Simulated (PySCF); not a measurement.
# Dy(SH)3(H2O): other functionals and bases at one geometry

The task here is to estimate one member of a computed series from the others.

The runs use PySCF 2.14.0; several levels, as the steps say, no spin–orbit coupling.

1 further run of the same task is left out (for a known fault of the program).

**The starting structure**

10 atoms, charge 0, spin multiplicity 1.

Bond lengths: Dy1–S2 2.608 Å, Dy1–S4 2.603 Å, Dy1–S6 2.595 Å, Dy1–O8 2.379 Å, S2–H3 1.355 Å, S4–H5 1.356 Å, S6–H7 1.354 Å, O8–H9 0.968 Å, O8–H10 0.966 Å. Angles: S2–Dy1–S4 118.4°, S2–Dy1–S6 118.5°, S2–Dy1–O8 88.2°, S4–Dy1–S6 117.6°, S4–Dy1–O8 93.9°, S6–Dy1–O8 111.3°, Dy1–S2–H3 95.2°, Dy1–S4–H5 93.0°, Dy1–S6–H7 93.3°, Dy1–O8–H9 117.1°, Dy1–O8–H10 121.9°, H9–O8–H10 107.7°.

Coordinates:

```xyz
10
charge 0, multiplicity 1
Dy    0.00776   -0.24804    0.06395
S     0.92559    1.73469    1.48818
H     2.22509    1.52150    1.17034
S    -2.14843   -1.45970    0.87402
H    -2.31159   -0.61843    1.92432
S     1.67617   -1.60511   -1.38899
H     0.90158   -2.71619   -1.37790
O    -1.18309    1.34333   -1.24420
H    -0.98922    2.27809   -1.08529
H    -2.13210    1.26295   -1.40584
```

Formal oxidation states: Dy +3. Each metal's 9 4f electrons lie in its core potential, so multiplicities, spins and levels count the valence alone. An earlier session relaxed this geometry at PBE0, Dy lcecp-1-SVP with ECP55, S def2-SVP, H def2-SVP, O def2-SVP (singlet, point group C1).

At PBE0 on the finer grid: E = -1309.141256 Eh, HOMO -6.96 eV, LUMO -1.25 eV, Mulliken charge on Dy1 +0.71 e, largest force component 0.022 eV/Å. 

Levels to run: HF; CAM-B3LYP; PBE0, TZVP. Hardware: 2 threads of Arm Neoverse V2, shared host.

The first run:

Contents of run.py (the lines that set the calculation):

```python
mol = gto.M(atom='''
Dy     0.00776    -0.24804     0.06395
S      0.92559     1.73469     1.48818
H      2.22509     1.52150     1.17034
S     -2.14843    -1.45970     0.87402
H     -2.31159    -0.61843     1.92432
S      1.67617    -1.60511    -1.38899
H      0.90158    -2.71619    -1.37790
O     -1.18309     1.34333    -1.24420
H     -0.98922     2.27809    -1.08529
H     -2.13210     1.26295    -1.40584''',
    basis={'Dy': 'lcecp-1-SVP', 'S': 'def2-SVP', 'H': 'def2-SVP', 'O': 'def2-SVP'},
    ecp={'Dy': 'lcecp-1-SVP'},
    charge=0, spin=0)
mf = scf.RHF(mol)
mf = mf.density_fit()  # fitting sets: Dy AutoAux, S def2-universal-JKFIT, H def2-universal-JKFIT, O def2-universal-JKFIT
mf.conv_tol = 1e-08; mf.max_cycle = 55
mf.kernel(dm0)  # dm0: the density of the relaxed state
```

Launch:

```sh
> OMP_NUM_THREADS=2 python run.py
```

Among the steps run: HF; CAM-B3LYP; PBE0, TZVP.

One of the session's tables, all rows but one given; the rest of the session is left out.

```
              level  HOMO (eV)  gap (eV)  charge on Dy1 (e)  dipole (D)  largest force component (eV/Å)
PBE0 (relaxed here)      -6.96      5.71               0.71        5.01                            0.02
                 HF          ?         ?                  ?           ?                               ?
          CAM-B3LYP      -8.19      7.71               0.64        5.11                            0.15
         PBE0, TZVP      -7.07      5.65               1.23        4.97                            0.25
```

Estimate the missing values for HF.

**Answer.** HOMO (eV): -9.66; gap (eV): 10.75; charge on Dy1 (e): 1.13; dipole (D): 5.29; largest force component (eV/Å): 0.98. In the column «HOMO (eV)» it is the lowest.

In one basis the HOMO–LUMO gap runs from 5.71 eV (PBE0) to 10.75 eV (HF). The largest leftover force, 0.98 eV/Å with HF, stands at a geometry relaxed at another level. With 4f in the core, its levels are missing from HOMO and gap, and its count is fixed, so no charge can pass from the ligands into it. Total energies of different levels can't be compared.
